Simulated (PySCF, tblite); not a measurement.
# C₅H₁₂Si: a rotation path, then NMR shifts on frames

How do NMR shifts of C₅H₁₂Si (`C=C(C)CC[SiH3]`) change as the atoms move?

Computed with tblite 0.8.0 and PySCF 2.14.0, with density-fitted response routines of our own, on a single molecule in the gas phase. Atoms count from 0, in the outputs and in this text.

## 1. The starting structure

18 atoms, charge 0, multiplicity 1; geometry from: GFN2-xTB.

Bonds of the start (Å): C0–C1 1.32, C1–C2 1.50, C1–C3 1.50, C3–C4 1.53, C4–Si5 1.90, C0–H6 1.08, C0–H7 1.08, C2–H8 1.09, C2–H9 1.09, C2–H10 1.09, C3–H11 1.09, C3–H12 1.10, C4–H13 1.09, C4–H14 1.09, Si5–H15 1.47, Si5–H16 1.46, Si5–H17 1.46.

## 2. The rotation path with GFN2-xTB

Job settings and geometry (Å):

```
{"job": {"kind": "neb", "xc": "GFN2-xTB", "basis": "xTB", "atoms": [1, 3, 4, 5], "turn": 120}, "charge": 0, "multiplicity": 1}
C     -1.127315     1.274869     1.162705
C     -0.993908     0.164509     0.454985
C     -1.823908    -0.109515    -0.761992
C      0.007997    -0.893485     0.820690
C      1.104717    -1.061157    -0.236403
Si     2.024149     0.556021    -0.634814
H     -1.845834     2.034272     0.902946
H     -0.527143     1.470247     2.035250
H     -1.201914    -0.081607    -1.656212
H     -2.611954     0.631133    -0.870323
H     -2.275305    -1.099123    -0.700587
H      0.471776    -0.634290     1.774650
H     -0.513484    -1.848171     0.951487
H      1.817424    -1.806276     0.124107
H      0.671191    -1.475976    -1.147963
H      3.147911     0.231931    -1.518908
H      2.528313     1.151152     0.603285
H      1.138527     1.501783    -1.314561
```

Level: GFN2-xTB climbing-image nudged elastic band, gas phase.

Run with:

```console
$ OMP_NUM_THREADS=1 python probes_run.py task.json out
```

One launch serves the whole session: the jobs run in the order shown.

What it wrote:

```text
image   E - E0 / eV
  0      -0.0000
  1       0.0155
  2       0.0600
  3       0.1097
  4       0.1302
  5       0.1071
  6       0.0607
  7       0.0208
  8       0.0052
```

Run time: 10 s. Hardware: 1 thread, shared host.

The final band, with the dihedral C1–C3–C4–Si5:

```csv
image,dihedral (°),energy (eV),energy (kcal/mol)
0,55,0.000,0.0
1,70,0.016,0.4
2,85,0.060,1.4
3,101,0.110,2.5
4,117,0.130,3.0
5,133,0.107,2.5
6,149,0.061,1.4
7,167,0.021,0.5
8,180,0.005,0.1
```

## 3. Nuclear shieldings: image 0, PBE0/pcSseg-1

Job settings and geometry (Å):

```
{"job": {"kind": "nmr", "xc": "PBE0", "basis": "pcSseg-1", "pop": false}, "charge": 0, "multiplicity": 1}
C     -1.127300     1.274900     1.162700
C     -0.993900     0.164500     0.455000
C     -1.823900    -0.109500    -0.762000
C      0.008000    -0.893500     0.820700
C      1.104700    -1.061200    -0.236400
Si     2.024100     0.556000    -0.634800
H     -1.845800     2.034300     0.902900
H     -0.527100     1.470200     2.035200
H     -1.201900    -0.081600    -1.656200
H     -2.612000     0.631100    -0.870300
H     -2.275300    -1.099100    -0.700600
H      0.471800    -0.634300     1.774600
H     -0.513500    -1.848200     0.951500
H      1.817400    -1.806300     0.124100
H      0.671200    -1.476000    -1.148000
H      3.147900     0.231900    -1.518900
H      2.528300     1.151200     0.603300
H      1.138500     1.501800    -1.314600
```

Method: GIAO PBE0/pcSseg-1 NMR shielding, non-relativistic, gas phase.

What it wrote:

```text
coarse grid: 14496 points
cycle   1  E = -486.7304495448  dE =  3.608e-01  |g| = 4.141e-01  |ddm| = 3.615e+00
cycle   2  E = -486.7247226252  dE =  5.727e-03  |g| = 4.437e-01  |ddm| = 7.984e-01
cycle   3  E = -486.7773379130  dE = -5.262e-02  |g| = 3.564e-02  |ddm| = 4.412e-01
cycle   4  E = -486.7775207824  dE = -1.829e-04  |g| = 2.360e-02  |ddm| = 5.453e-02
cycle   5  E = -486.7776526779  dE = -1.319e-04  |g| = 6.861e-03  |ddm| = 2.468e-02
cycle   6  E = -486.7776634842  dE = -1.081e-05  |g| = 2.110e-03  |ddm| = 6.911e-03
cycle   7  E = -486.7776645962  dE = -1.112e-06  |g| = 2.249e-04  |ddm| = 1.999e-03
final grid: 132432 points
cycle   8  E = -486.8142997117  dE = -3.804e-05  |g| = 7.932e-03  |ddm| = 3.033e-02
cycle   9  E = -486.8142932911  dE =  6.421e-06  |g| = 9.331e-03  |ddm| = 1.589e-02
cycle  10  E = -486.8143161418  dE = -2.285e-05  |g| = 1.269e-03  |ddm| = 9.027e-03
cycle  11  E = -486.8143165315  dE = -3.897e-07  |g| = 2.775e-04  |ddm| = 1.275e-03
cycle  12  E = -486.8143165495  dE = -1.807e-08  |g| = 7.479e-05  |ddm| = 2.577e-04
cycle  13  E = -486.8143165508  dE = -1.256e-09  |g| = 2.258e-05  |ddm| = 8.059e-05
cycle  14  E = -486.8143165509  dE = -1.271e-10  |g| = 2.861e-06  |ddm| = 2.600e-05
converged SCF energy = -486.8143165509

GIAO shielding tensors (ppm)
atom      isotropic    diamagn.    paramagn.     s11        s22        s33       span
  0 C       67.948     253.409    -185.461    -33.739     96.592    140.992    174.731
  1 C       33.252     262.840    -229.587    -89.909     27.656    162.011    251.920
  2 C      163.332     247.229     -83.897    145.411    157.765    186.821     41.410
  3 C      147.121     247.019     -99.899    135.858    140.534    164.970     29.112
  4 C      179.341     252.726     -73.385    171.332    175.699    190.991     19.659
  5 Si     425.238     880.217    -454.978    397.085    414.608    464.021     66.935
  6 H       26.634      31.530      -4.896     23.620     25.362     30.920      7.300
  7 H       26.590      32.521      -5.931     23.098     25.595     31.078      7.979
  8 H       29.713      31.155      -1.442     25.369     30.161     33.610      8.241
  9 H       29.844      30.181      -0.337     25.923     28.264     35.344      9.421
 10 H       30.176      29.599       0.578     26.149     28.426     35.954      9.806
 11 H       29.536      33.107      -3.571     25.835     28.578     34.195      8.361
 12 H       29.167      31.243      -2.075     25.296     27.455     34.750      9.453
 13 H       30.785      30.619       0.166     25.908     28.382     38.065     12.157
 14 H       30.738      32.375      -1.637     26.265     29.712     36.238      9.974
 15 H       28.011      29.021      -1.011     24.722     25.502     33.809      9.087
 16 H       28.174      30.003      -1.829     24.896     26.364     33.261      8.365
 17 H       27.972      30.088      -2.116     24.030     27.897     31.988      7.958
```

Run time: 58 s. Hardware: 1 thread, shared host.

Shifts follow as δ = σ(reference) − σ, with reference shieldings (ppm) from runs at the same level and on the same kind of geometry: 1H TMS 31.72, 13C TMS 186.9, 29Si TMS 349.2. The references are single molecules in the gas phase. Each atom is listed at this fixed geometry, with no averaging over motion; a spectrum would average atoms that exchange fast.

```csv
atoms,environment,σ (ppm),δ (ppm)
C1,fully substituted alkene carbon,33.3,153.7
C0,terminal =CH2 carbon,67.9,119.0
C3,allylic sp3 CH2,147.1,39.8
C2,allylic methyl carbon,163.3,23.6
C4,sp3 CH2 bonded to Si,179.3,7.6
H7,hydrogen on a terminal =CH2 carbon,26.59,5.13
H6,hydrogen on a terminal =CH2 carbon,26.63,5.08
H17,hydrogen on a silicon bonded to C,27.97,3.75
H15,hydrogen on a silicon bonded to C,28.01,3.71
H16,hydrogen on a silicon bonded to C,28.17,3.54
H12,hydrogen on an allylic sp3 CH2,29.17,2.55
H11,hydrogen on an allylic sp3 CH2,29.54,2.18
H8,hydrogen on an allylic methyl carbon,29.71,2.00
H9,hydrogen on an allylic methyl carbon,29.84,1.87
H10,hydrogen on an allylic methyl carbon,30.18,1.54
H14,hydrogen on an sp3 CH2 bonded to Si,30.74,0.98
H13,hydrogen on an sp3 CH2 bonded to Si,30.79,0.93
Si5,"silicon bonded to C, 3 H",425.2,-76.1
```

## 4. NMR shieldings: image 2, PBE0/pcSseg-1

Job settings and geometry (Å):

```
{"job": {"kind": "nmr", "xc": "PBE0", "basis": "pcSseg-1", "pop": false}, "charge": 0, "multiplicity": 1}
C     -1.288600     1.347200     0.998700
C     -1.096100     0.181500     0.402000
C     -2.032900    -0.340700    -0.647000
C      0.053400    -0.720700     0.752400
C      1.063200    -0.882000    -0.393700
Si     2.371200     0.495000    -0.464800
H     -2.126800     1.978500     0.754800
H     -0.620400     1.718900     1.757200
H     -1.542400    -0.361500    -1.619600
H     -2.920000     0.281400    -0.729000
H     -2.338400    -1.359600    -0.410300
H      0.562300    -0.331900     1.637100
H     -0.353700    -1.703900     1.009900
H      1.575400    -1.840100    -0.279700
H      0.527500    -0.944200    -1.340900
H      3.350100     0.137700    -1.495400
H      3.036100     0.560600     0.839900
H      1.771400     1.790000    -0.783300
```

Method: GIAO PBE0/pcSseg-1 NMR shielding, non-relativistic, gas phase.

What it wrote:

```text
coarse grid: 14496 points
cycle   1  E = -486.7277981311  dE =  3.525e-01  |g| = 4.161e-01  |ddm| = 3.612e+00
cycle   2  E = -486.7223390260  dE =  5.459e-03  |g| = 4.446e-01  |ddm| = 7.932e-01
cycle   3  E = -486.7752233464  dE = -5.288e-02  |g| = 3.429e-02  |ddm| = 4.372e-01
cycle   4  E = -486.7754007194  dE = -1.774e-04  |g| = 2.212e-02  |ddm| = 5.211e-02
cycle   5  E = -486.7755174147  dE = -1.167e-04  |g| = 6.355e-03  |ddm| = 2.333e-02
cycle   6  E = -486.7755264345  dE = -9.020e-06  |g| = 2.192e-03  |ddm| = 6.577e-03
final grid: 132432 points
cycle   7  E = -486.8122688821  dE = -3.532e-05  |g| = 8.002e-03  |ddm| = 3.323e-02
cycle   8  E = -486.8122634202  dE =  5.462e-06  |g| = 9.263e-03  |ddm| = 1.462e-02
cycle   9  E = -486.8122855218  dE = -2.210e-05  |g| = 6.754e-04  |ddm| = 7.869e-03
cycle  10  E = -486.8122856186  dE = -9.679e-08  |g| = 2.627e-04  |ddm| = 7.483e-04
cycle  11  E = -486.8122856344  dE = -1.575e-08  |g| = 8.701e-05  |ddm| = 3.014e-04
cycle  12  E = -486.8122856362  dE = -1.821e-09  |g| = 2.317e-05  |ddm| = 9.020e-05
cycle  13  E = -486.8122856363  dE = -1.334e-10  |g| = 2.421e-06  |ddm| = 2.411e-05
converged SCF energy = -486.8122856363

GIAO shielding tensors (ppm)
atom      isotropic    diamagn.    paramagn.     s11        s22        s33       span
  0 C       68.371     253.388    -185.017    -33.131     96.669    141.574    174.705
  1 C       33.070     261.850    -228.780    -89.780     28.809    160.181    249.960
  2 C      162.838     246.712     -83.874    143.101    158.013    187.399     44.297
  3 C      147.107     247.632    -100.526    134.397    141.201    165.721     31.325
  4 C      179.725     252.283     -72.558    167.479    177.721    193.976     26.498
  5 Si     421.628     880.076    -458.448    384.080    414.187    466.618     82.539
  6 H       26.610      31.321      -4.711     23.727     25.211     30.893      7.166
  7 H       26.630      32.736      -6.105     23.272     25.605     31.014      7.741
  8 H       29.475      30.599      -1.124     24.864     29.780     33.782      8.918
  9 H       29.832      29.764       0.068     25.879     28.411     35.205      9.326
 10 H       30.188      29.366       0.822     26.178     28.620     35.767      9.588
 11 H       29.573      33.771      -4.198     26.017     29.110     33.592      7.575
 12 H       29.212      31.851      -2.639     25.153     27.924     34.561      9.408
 13 H       30.813      31.143      -0.330     25.522     28.914     38.002     12.479
 14 H       30.866      32.990      -2.123     25.407     31.035     36.156     10.749
 15 H       27.879      28.795      -0.915     24.374     25.541     33.722      9.348
 16 H       28.063      29.584      -1.520     24.963     26.075     33.152      8.188
 17 H       27.812      29.694      -1.882     24.139     27.209     32.090      7.951
```

Wall time 58 s (1 thread, shared host).

Key values: δ C1 153.9, C0 118.6, C3 39.8, C2 24.1, H6 5.11, H7 5.09 ppm.

[end of part 1 of 2]
